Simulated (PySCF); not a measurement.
# C2H7NSSi2: the cost of one run

Computed with PySCF 2.14.0, with density-fitted response routines of our own, on a single molecule in the gas phase. Atoms are numbered from 0 throughout.

### 1 The starting structure

13 atoms, charge 0, multiplicity 1; geometry from: GFN2-xTB. The atoms were then displaced at random by about 0.01 Å, so the start is not that level's minimum.

Bonds of the start (Å): C0–S1 1.79, S1–Si2 2.14, Si2–Si3 2.35, Si3–C4 1.83, C4–N5 1.15, C0–H6 1.11, C0–H7 1.07, C0–H8 1.09, Si2–H9 1.48, Si2–H10 1.46, Si3–H11 1.47, Si3–H12 1.46.

### 2 Geometry optimisation at PBE0-D3(BJ)/def2-SVP

Job settings and geometry (Å):

```
{"job": {"xc": "PBE0", "basis": "def2-SVP", "d3": "d3bj", "grid": 1, "shake": 0.01, "kind": "geom"}, "charge": 0, "multiplicity": 1}
C     -2.906120     0.213570    -0.254390
S     -1.542490    -0.663960    -1.005220
Si     0.083470     0.256910     0.035860
Si     2.049610    -0.750290    -0.765940
C      3.396490     0.043120     0.189190
N      4.224620     0.565450     0.801540
H     -2.820040     1.297830    -0.469000
H     -2.927420     0.068710     0.807720
H     -3.833870    -0.144050    -0.693630
H     -0.178100     0.063780     1.480880
H     -0.025480     1.695530    -0.199760
H      2.167010    -2.184600    -0.484300
H      2.318140    -0.478880    -2.175770
```

The run is started by

```
OMP_NUM_THREADS=1 python probes_run.py task.json out
```

The driver reads the jobs from task.json and runs them one after another.

**Question.** How long does this first job take on 1 thread of Arm Neoverse V2, shared host, and how much memory does it need?

About 55 s, with a peak of 0.54 GiB.
